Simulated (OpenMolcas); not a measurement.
**Rh³⁺: CASSCF and CASPT2 terms and fine-structure levels**

Wanted: the level scheme of Rh³⁺ from active-space wave functions, then second-order correlation under several settings.

The numbers are computed with OpenMolcas 26.06 (state-averaged CASSCF and CASPT2, spin-orbit coupling by RASSI with atomic mean-field integrals), except any that are marked as measured or tabulated.

## Step 1: What is computed

| Item | Value |
| --- | --- |
| Species | Rh³⁺ (rhodium, Z = 45, 42 electrons) |
| Basis | ANO-R1 [6s4p3d1f], 40 functions |
| Scalar Hamiltonian | X2C, finite nucleus |
| Inactive shells | 1s 2s 2p 3s 3p 3d 4s 4p |
| Active space | 6 electrons in 5 orbitals (4d) |
| Some configurations of this space | 4d⁶ |
| Orbitals | optimised for each spin and parity, averaged over all roots |

The outer shells:

4d6
```
4d [↑↓][↑ ][↑ ][↑ ][↑ ]
```

The work runs as a chain of OpenMolcas steps in one folder; each step below is one input file. Labels, J, g values, rates, χT and fits are worked out afterwards by a script from the matrices that RASSI stores.

## Step 2: One- and two-electron integrals

Input file a.inp:

```
&GATEWAY
Coord
1

Rh 0.0 0.0 0.0
Basis=ANO-R1
Group=XYZ
NoMove
AngMom=0.0 0.0 0.0
AMFI
&SEWARD
```

On the command line:

```bash
OMP_NUM_THREADS=1 MOLCAS_MEM=1689 MOLCAS_PROJECT=a pymolcas a.inp > a.log
```

## Step 3: Reference wave functions, quintets of even parity, 5 roots

Input file a.inp:

```
&RASSCF
FileOrb=start.orb
Symmetry=1
Spin=5
nActEl=6 0 0
Inactive=9 9
Ras2=5 0
CIRoot=5 5 1
SDav=5
CIMx=300
Iter=120 100
PrWF=0.3
OrbListing=Nothing
MaxOrb=0
Atom
>>> COPY $Project.JobIph JOB001
```

start.orb holds the contracted functions of the basis, ordered by shell, or the orbitals of the step before.

## Step 4: Reference wave functions, triplets of even parity, 45 roots

Input file a.inp:

```
&RASSCF
FileOrb=start.orb
Symmetry=1
Spin=3
nActEl=6 0 0
Inactive=9 9
Ras2=5 0
CIRoot=45 45 1
SDav=45
CIMx=300
Iter=120 100
PrWF=0.3
OrbListing=Nothing
MaxOrb=0
Atom
>>> COPY $Project.JobIph JOB002
```

## Step 5: Reference wave functions, singlets of even parity, 50 roots

Input file a.inp:

```
&RASSCF
FileOrb=start.orb
Symmetry=1
Spin=1
nActEl=6 0 0
Inactive=9 9
Ras2=5 0
CIRoot=50 50 1
SDav=50
CIMx=300
Iter=120 100
PrWF=0.3
OrbListing=Nothing
MaxOrb=0
Atom
>>> COPY $Project.JobIph JOB003
```

## Step 6: RASSI: spin-orbit coupling between the states

Input file a.inp:

```
&RASSI
NrOfJobIphs=3 5 45 50
1 2 3 4 5
1 2 3 4 5 6 7 8 9 10 11 12 13 14 15 16 17 18 19 20 21 22 23 24 25 26 27
28 29 30 31 32 33 34 35 36 37 38 39 40 41 42 43 44 45
1 2 3 4 5 6 7 8 9 10 11 12 13 14 15 16 17 18 19 20 21 22 23 24 25 26 27
28 29 30 31 32 33 34 35 36 37 38 39 40 41 42 43 44 45 46 47 48 49 50
IphNames
JOB001
JOB002
JOB003
EJob
SpinOrbit
DIPRint=1.0
SOCoupling=1000.0
Subsets=2
MEES
Property=10
'ANGMOM' 1 'ANGMOM' 2 'ANGMOM' 3 'MLTPL  1' 1 'MLTPL  1' 2 'MLTPL  1' 3
'AMFI' 1 'AMFI' 2 'AMFI' 3 'MLTPL  2' 6
SOProperty=3
'ANGMOM' 1 'ANGMOM' 2 'ANGMOM' 3
```

## Step 7: CASPT2: IPEA 0.25, imaginary shift 0.1 (closed shells correlated: 4s 4p)

Input file a.inp:

```
>>> COPY JOB001 $Project.JobIph
&CASPT2
Multistate=5 1 2 3 4 5
Frozen=8 6
IPEA=0.25
Imaginary=0.1
MaxIter=60
WThr=0.0 0.3 0.05
PrWF=0.5
NoMix
>>> COPY JOB002 $Project.JobIph
&CASPT2
Multistate=45 1 2 3 4 5 6 7 8 9 10 11 12 13 14 15 16 17 18 19 20 21 22
23 24 25 26 27 28 29 30 31 32 33 34 35 36 37 38 39 40 41 42 43 44 45
Frozen=8 6
IPEA=0.25
Imaginary=0.1
MaxIter=60
WThr=0.0 0.3 0.05
PrWF=0.5
NoMix
>>> COPY JOB003 $Project.JobIph
&CASPT2
Multistate=50 1 2 3 4 5 6 7 8 9 10 11 12 13 14 15 16 17 18 19 20 21 22
23 24 25 26 27 28 29 30 31 32 33 34 35 36 37 38 39 40 41 42 43 44 45 46
47 48 49 50
Frozen=8 6
IPEA=0.25
Imaginary=0.1
MaxIter=60
WThr=0.0 0.3 0.05
PrWF=0.5
NoMix
```

## Step 8: CASPT2: IPEA 0, imaginary shift 0.1 (closed shells correlated: 4s 4p), extended multistate

Input file a.inp:

```
>>> COPY JOB001 $Project.JobIph
&CASPT2
XMultistate=5 1 2 3 4 5
Frozen=8 6
IPEA=0.0
Imaginary=0.1
MaxIter=60
WThr=0.0 0.3 0.05
PrWF=0.5
NoMix
>>> COPY JOB002 $Project.JobIph
&CASPT2
XMultistate=45 1 2 3 4 5 6 7 8 9 10 11 12 13 14 15 16 17 18 19 20 21 22
23 24 25 26 27 28 29 30 31 32 33 34 35 36 37 38 39 40 41 42 43 44 45
Frozen=8 6
IPEA=0.0
Imaginary=0.1
MaxIter=60
WThr=0.0 0.3 0.05
PrWF=0.5
NoMix
>>> COPY JOB003 $Project.JobIph
&CASPT2
XMultistate=50 1 2 3 4 5 6 7 8 9 10 11 12 13 14 15 16 17 18 19 20 21 22
23 24 25 26 27 28 29 30 31 32 33 34 35 36 37 38 39 40 41 42 43 44 45 46
47 48 49 50
Frozen=8 6
IPEA=0.0
Imaginary=0.1
MaxIter=60
WThr=0.0 0.3 0.05
PrWF=0.5
NoMix
```

(Steps that only read results are left out.)

**Question.** What will these runs give? Wanted: lowest level; first excited level; lowest level of another term; spin-orbit lowering of the lowest level; strongest of the lines computed, by gA.

**Answer**, as computed:

| quantity | value |
| --- | --- |
| method | SS-CASPT2, IPEA 0.25, imaginary shift 0.1 (closed shells correlated: 4s 4p) |
| lowest level | 4d⁶ ⁵D₄, 98 % of that term, g = 1.496 |
| ground level listed by NIST | 5D4 |
| first excited level | 4d⁶ ⁵D₃ at 1659 cm⁻¹ |
| lowest level of another term | 4d⁶ ³P₂(1) at 17370 cm⁻¹ |
| spin-orbit lowering of the lowest level | 1884 cm⁻¹ |
| strongest of the lines computed, by gA (one parity, so forbidden lines), at CASSCF energies | 4d⁶ ¹D₂(2) → 4d⁶ ¹G₄(1), 223 nm, A = 3.57e+01 s⁻¹ |

Cost and accuracy by method:

```
                                              method  time of its own steps  time with the reference  mean absolute difference from method B (cm-1)
                                           A. CASSCF                   54 s                     54 s                                           2900
B. SS-CASPT2, IPEA 0.25, imaginary shift 0.1, +4s 4p                   20 s                     74 s                                              0
  C. XMS-CASPT2, IPEA 0, imaginary shift 0.1, +4s 4p                   17 s                     71 s                                             65
```

Times are of one thread on a shared host.

**Reading.** The multiplet ⁵D is inverted; its intervals divided by the larger J differ by 38 % of their mean, where Landé's rule for pure LS coupling makes them equal. Second-order correlation (method B) scales the levels of the lowest configuration above 5000 cm⁻¹ by 0.84 to 0.96. Only the configurations of the active space and the roots asked for are present. CASPT2 does not keep the components of a term degenerate, and the means are used. The basis is small and contracted for the neutral atom, so it is rough for this charge. Only valence configurations of the active space appear, up to the ionisation limit; * or ° marks odd parity.
